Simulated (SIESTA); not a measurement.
**MnPt2 under changes of volume**

One of the cells (15.716 Å³/atom); the others are scaled copies at fixed shape and fractional positions:

```
Pt Mn
1.0
     2.87733    0.00000    0.00000
    -1.43867    2.49185    0.00000
     0.00000    0.00000    6.57577
Pt Mn
2 1
Direct
  0.66667 0.33333 0.31621
  0.33333 0.66667 0.68379
  0.00000 0.00000 0.00000
```

The cell comes from a database or a generator and needn't be the stable form of this composition.

```yaml
Program: SIESTA 5.4.2
Functional: PBE
Potentials_or_basis: PseudoDojo 0.4 standard (PBE files)
Basis: DZP (energy shift 0.003 Ry; two zetas on semicore shells)
Grid_cutoff: 800 Ry
Energy_shift: 0.003 Ry
k_mesh: 11 × 11 × 4
Occupations: fermi-dirac, width 0.05 eV
Spin: collinear spin, ferromagnetic start
Starting_moments: "[0.0, 0.0, 4.0] μB"
```

| volume (Å³/atom) | energy over the lowest point (meV/atom) | pressure (GPa) | moment (μB per cell) | largest force (eV/Å) |
| --- | --- | --- | --- | --- |
| 14.483 | 39.23 | 14.5 | 4.43 | 0.266 |
| 14.791 | 16.11 | 9.2 | 4.52 | 0.229 |
| 15.099 | 2.64 | 4.6 | 4.59 | 0.188 |
| 15.716 | 0.00 | -3.2 | 4.67 | 0.075 |
| 16.024 | 9.20 | -6.5 | 4.70 | 0.041 |
| 16.332 | ? | ? | ? | ? |

Problem. What does the run at 16.332 Å³/atom give?

Solution. Energy over the lowest point 24.29 meV/atom; pressure -9.3 GPa; moment 4.72 μB per cell; largest force 0.004 eV/Å.

Worked out: A Birch-Murnaghan fit of order 3 (a polynomial in V^(-2/3)) to the other rows has its minimum at 15.45 Å³/atom with B0 = V·E''(V) = 193 GPa and B' = 4.9 at fixed shape and positions, which overstates the stiffness. It gives 24.31 meV/atom at 16.332 Å³/atom, against the run's 24.29, and -dE/dV = -9.3 GPa, against -9.3. A parabola through the other rows of the moment, of slope -0.0153 μB per Å³/atom there, extrapolates to 4.70 μB, against the run's 4.72.

Energies are extrapolated to zero smearing.

Caveats: short orbitals over semicore shells can move pressures by several GPa; the basis of atomic orbitals isn't converged, which shifts pressures, moduli and gaps.
